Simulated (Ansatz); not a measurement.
Here is an Ansatz input file for C2H3AlClNO, SMILES [CH3][Al]([Cl])[N]=C=O. Write the same calculation for the Python package.

```yaml
crystal:
  periodic: [false, false, false]
  atoms:
    - { symbol: C, position_ang: [0.5283, -1.0343, -0.8655] }
    - { symbol: Al, position_ang: [0.2879, -0.2653, 0.9659] }
    - { symbol: Cl, position_ang: [1.1705, -1.3293, 2.6593] }
    - { symbol: "N", position_ang: [-0.6024, 1.3684, 1.2566] }
    - { symbol: C, position_ang: [-1.198, 1.964, 0.262] }
    - { symbol: O, position_ang: [-1.7104, 2.5848, -0.6775] }
    - { symbol: H, position_ang: [1.0265, -0.2432, -1.5113] }
    - { symbol: H, position_ang: [1.1084, -1.9112, -0.8529] }
    - { symbol: H, position_ang: [-0.5223, -1.18, -1.2537] }
basis:
  gaussian: { orbitals: "6-31G*" }
hamiltonian:
  xc: { name: BHLYP }
output:
  forces: true
```

On the command line:
```console
$ ansatz run input.yaml --threads 1 --pin off --max-ram 4096MiB --backend cpu --events-out ev --progress --plain --runs-dir out
Engine: ansatz 0.2.0, aarch64-unknown-linux-gnu
Functional definition: BHLYP
  parameter a = 0.5
  exchange = (1 - a)*b88_x + a*exact_x
  correlation = lyp_c
976 factors; integrals over basis functions are off by at most 6.3e-4 eV
mean field evaluation 1: about -24771.2297 eV, gradient 5.7e1 eV
mean field evaluation 2: about -24769.1974 eV, gradient 6.6e1 eV
mean field evaluation 4: about -24777.5936 eV, gradient 1.6e0 eV
mean field evaluation 8: about -24778.0258 eV, gradient 6.4e-1 eV
mean field evaluation 16: about -24778.0267 eV, gradient 2.0e-4 eV
mean field -24778.02670547 eV, -910.5756862765 hartree, gradient 5.9e-5 eV, S^2 0.000000; 0 other end points of the search recorded, 0 dependent functions left out
the calculation of the forces begins
reference -24778.02687316 eV, -910.5756924387 hartree; 30, 30 occupied and 74, 74 virtual orbitals, 976 factors
Total energy: -24778.02687316 eV, -910.5756924387 hartree
Atom 0 at     0.528300    -1.034300    -0.865500 Å, force    -1.476562     2.807841    -0.006924 eV/Å
Atom 1 at     0.287900    -0.265300     0.965900 Å, force     0.231255     0.150659     0.331969 eV/Å
Atom 2 at     1.170500    -1.329300     2.659300 Å, force    -0.637144     0.789508    -0.903387 eV/Å
Atom 3 at    -0.602400     1.368400     1.256600 Å, force    -2.692158     1.858578    -5.458702 eV/Å
Atom 4 at    -1.198000     1.964000     0.262000 Å, force     0.710628     0.247604    -0.122517 eV/Å
Atom 5 at    -1.710400     2.584800    -0.677500 Å, force     2.676475    -3.437597     5.439586 eV/Å
Atom 6 at     1.026500    -0.243200    -1.511300 Å, force    -0.664835    -1.122498     0.722469 eV/Å
Atom 7 at     1.108400    -1.911200    -0.852900 Å, force     0.473929    -1.144224    -0.146763 eV/Å
Atom 8 at    -0.522300    -1.180000    -1.253700 Å, force     1.378411    -0.149871     0.144271 eV/Å
Dipole moment:     0.046365    -0.226207    -0.346537 e Å
```

`c2h3alclno.py`:
```python
"""Single point of C2H3AlClNO in a Gaussian basis."""

import ansatz as az
import numpy as np
import pandas as pd

molecule = (
    az.Crystal.molecule()
    .atom("C", [0.5283, -1.0343, -0.8655])
    .atom("Al", [0.2879, -0.2653, 0.9659])
    .atom("Cl", [1.1705, -1.3293, 2.6593])
    .atom("N", [-0.6024, 1.3684, 1.2566])
    .atom("C", [-1.198, 1.964, 0.262])
    .atom("O", [-1.7104, 2.5848, -0.6775])
    .atom("H", [1.0265, -0.2432, -1.5113])
    .atom("H", [1.1084, -1.9112, -0.8529])
    .atom("H", [-0.5223, -1.18, -1.2537])
)

job = (
    molecule.calculation()
    .basis(gaussian="6-31G*")
    .functional(az.LibraryFunctional("BHLYP"))
    .forces()
)
r = job.session().plan(threads=1).execute().report

print(f"E = {r['free_energy_ev']:.6f} eV = {r['free_energy_ev'] / 27.211386246:.7f} Ha")
print("converged:", r["converged"], " doubts:", r["published_state_doubts"] or "none")

field = r["mean_field"]
print("<S^2> =", round(abs(field["state"]["spin_squared"]), 4), " all-electron relativity setting:", field["relativity"])
print("passes:", field["passes"])
if "symmetry" in field:
    print("occupied orbitals by irrep:", field["symmetry"]["occupied"])

symbols = [site.symbol for site in molecule.cartesian_sites]
forces = np.array(r["forces_ev_ang"])
print("largest force", round(float(np.linalg.norm(forces, axis=1).max()), 4), "eV/A, rms", round(float(np.sqrt((forces ** 2).mean())), 4))

charges = r["charge_distribution"]
table = pd.DataFrame({"atom": symbols, "mulliken": charges["mulliken_charges_e"], "lowdin": charges["lowdin_charges_e"]})
print(table.round(3).to_string())
print("dipole (e A):", np.round(charges["dipole_moment_e_ang"], 4) + 0.0)
```

```console
$ python c2h3alclno.py
E = -24778.026873 eV = -910.5756924 Ha
converged: True  doubts: none
<S^2> = 0.0  all-electron relativity setting: none
passes: {'evaluations': 16, 'products': 15}
occupied orbitals by irrep: [{'A': 30}, {'A': 30}]
largest force 6.9692 eV/A, rms 1.9951
  atom  mulliken  lowdin
0    C    -0.740  -0.475
1   Al     0.879   0.191
2   Cl    -0.334  -0.020
3    N    -0.660  -0.188
4    C     0.733   0.086
5    O    -0.459  -0.056
6    H     0.186   0.156
7    H     0.212   0.150
8    H     0.183   0.155
dipole (e A): [ 0.0464 -0.2262 -0.3465]
```

Caveats:
- Total energies depend on the basis set; only differences at equal settings carry meaning.
- The geometry is a force-field or estimated start, not a minimum of this method, and the basis set is short of its limit.
- The Löwdin charges here are taken after orthogonalising the functions within each atom; they differ from plain Löwdin charges, and their signs can be unphysical.
- Hardware and time: 5.9 s on 1 thread of Arm Neoverse V2 (shared host), peak memory 0.32 GiB.

(Lines on the test bed's own set-up are left out of the output.)
